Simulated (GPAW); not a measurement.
Write an ASE script for GPAW 26.7.0 that does the following.

* Task: band structure
* Functional: PBE
* Potentials or basis: GPAW PAW data sets (gpaw-data 1.2.1)
* Cutoff: 800 eV
* Basis: pw
* k mesh: 3 × 3 × 3
* Occupations: fermi-dirac, width 0.05 eV
* Spin: collinear spin, ferromagnetic start
* Starting moments: [0.0, 0.0, 2.0, 2.0, 2.0, 0.0, 0.0, 0.0, 0.0, 0.0, 0.0, 0.0, 0.0, 0.0, 0.0, 0.0, 0.0, 0.0, 0.0, 0.0, 0.0, 0.0] μB
* Ranks: 8
* Maxiter: 150
* Band path: GMKGALHA,LM,KH
* Band points: 80

Crystal: Ba2Tl5V3O12.

```
CELL_PARAMETERS angstrom
8.15421 0.00000 0.00000
-4.07711 7.06176 0.00000
0.00000 0.00000 6.92128
ATOMIC_POSITIONS crystal
Ba 0.00000 0.00000 0.23552
Ba 0.00000 0.00000 0.76448
V 0.50000 0.00000 0.00000
V 0.00000 0.50000 0.00000
V 0.50000 0.50000 0.00000
Tl 0.50000 0.00000 0.50000
Tl 0.00000 0.50000 0.50000
Tl 0.50000 0.50000 0.50000
Tl 0.33333 0.66667 0.22489
Tl 0.66667 0.33333 0.77511
O 0.33890 0.34334 0.81444
O 0.65666 0.99556 0.81444
O 0.00444 0.66110 0.81444
O 0.34334 0.33890 0.18556
O 0.99556 0.65666 0.18556
O 0.66110 0.00444 0.18556
O 0.66110 0.65666 0.18556
O 0.34334 0.00444 0.18556
O 0.99556 0.33890 0.18556
O 0.65666 0.66110 0.81444
O 0.00444 0.34334 0.81444
O 0.33890 0.99556 0.81444
```

The cell was built by a generator and needn't be a form met in nature.

One way to write it, as run:

run.py

```python
from ase import Atoms
from ase.dft.bandgap import bandgap
from ase.io import write
from ase.units import GPa
from ase.parallel import parprint
from gpaw import GPAW, PW

atoms = Atoms(['Ba', 'Ba', 'V', 'V', 'V', 'Tl', 'Tl', 'Tl', 'Tl', 'Tl', 'O', 'O', 'O', 'O', 'O', 'O', 'O', 'O', 'O', 'O', 'O', 'O'],
              cell=[[8.1542142777, 0.0, 0.0],
                    [-4.0771071389, 7.0617567124, 0.0],
                    [0.0, 0.0, 6.92128]],
              scaled_positions=[[0.0, 0.0, 0.23552],
                                [0.0, 0.0, 0.76448],
                                [0.5, 0.0, 0.0],
                                [0.0, 0.5, 0.0],
                                [0.5, 0.5, 0.0],
                                [0.5, 0.0, 0.5],
                                [0.0, 0.5, 0.5],
                                [0.5, 0.5, 0.5],
                                [0.3333333333, 0.6666666667, 0.22489],
                                [0.6666666667, 0.3333333333, 0.77511],
                                [0.3389, 0.34334, 0.81444],
                                [0.65666, 0.99556, 0.81444],
                                [0.00444, 0.6611, 0.81444],
                                [0.34334, 0.3389, 0.18556],
                                [0.99556, 0.65666, 0.18556],
                                [0.6611, 0.00444, 0.18556],
                                [0.6611, 0.65666, 0.18556],
                                [0.34334, 0.00444, 0.18556],
                                [0.99556, 0.3389, 0.18556],
                                [0.65666, 0.6611, 0.81444],
                                [0.00444, 0.34334, 0.81444],
                                [0.3389, 0.99556, 0.81444]],
              pbc=True)
atoms.set_initial_magnetic_moments([0.0, 0.0, 2.0, 2.0, 2.0, 0.0, 0.0, 0.0, 0.0, 0.0, 0.0, 0.0, 0.0, 0.0, 0.0, 0.0, 0.0, 0.0, 0.0, 0.0, 0.0, 0.0])

calc = GPAW(mode=PW(800),
            xc='PBE',
            kpts={'size': (3, 3, 3), 'gamma': True},
            occupations={'name': 'fermi-dirac', 'width': 0.05},
            nbands=153,
            convergence={'density': 1e-05, 'energy': 1e-05},
            maxiter=150,
            txt='gpaw.txt')
atoms.calc = calc
energy = atoms.get_potential_energy()
forces = atoms.get_forces()
stress = atoms.get_stress()
calc.write('gs.gpw')
write('result.traj', atoms)
parprint(f'Energy: {energy:.6f} eV')
parprint('Forces (eV/A):')
parprint(forces.round(4))
parprint('Stress (GPa):', (stress / GPa).round(3))
parprint('Moments:', calc.get_magnetic_moments().round(3))
parprint('Fermi level:', round(calc.get_fermi_level(), 4), 'eV')
parprint(f'Gap: {bandgap(calc)[0]:.4f} eV, direct: {bandgap(calc, direct=True)[0]:.4f} eV')

path = atoms.cell.bandpath('GMKGALHA,LM,KH', npoints=80, eps=1e-4)
bs_calc = calc.fixed_density(kpts=path, symmetry='off', nbands=226,
                             convergence={'bands': 'CBM+6.0', 'eigenstates': 1e-6}, txt='bands.txt')
bs = bs_calc.band_structure()
bs.write('bs.json')
parprint(f'Gap on the path: {bandgap(bs_calc)[0]:.4f} eV')
```

Potentials or basis: GPAW PAW data sets (gpaw-data 1.2.1), pw.

The run is started by

```console
$ OMP_NUM_THREADS=1 mpirun -n 8 gpaw python run.py
```

It gave:

| Property | Result |
| --- | --- |
| Pressure | 0.7 GPa |
| Largest force | 0.224 eV/Å |
| Band gap along the path | none (metal or under the smearing width) |
| Net moment | 0.00 μB per cell |

Caveat: spin-orbit coupling is left out, which moves the levels of the heavy elements; semilocal functionals often make such compounds metallic where correlation or magnetic order opens a gap, which also shifts bond lengths.

It took 45 min on 8 MPI ranks on AMD EPYC 7R43 64-Core Processor (Zen 3), with other jobs on the host, peak memory 2.8 GiB a rank.
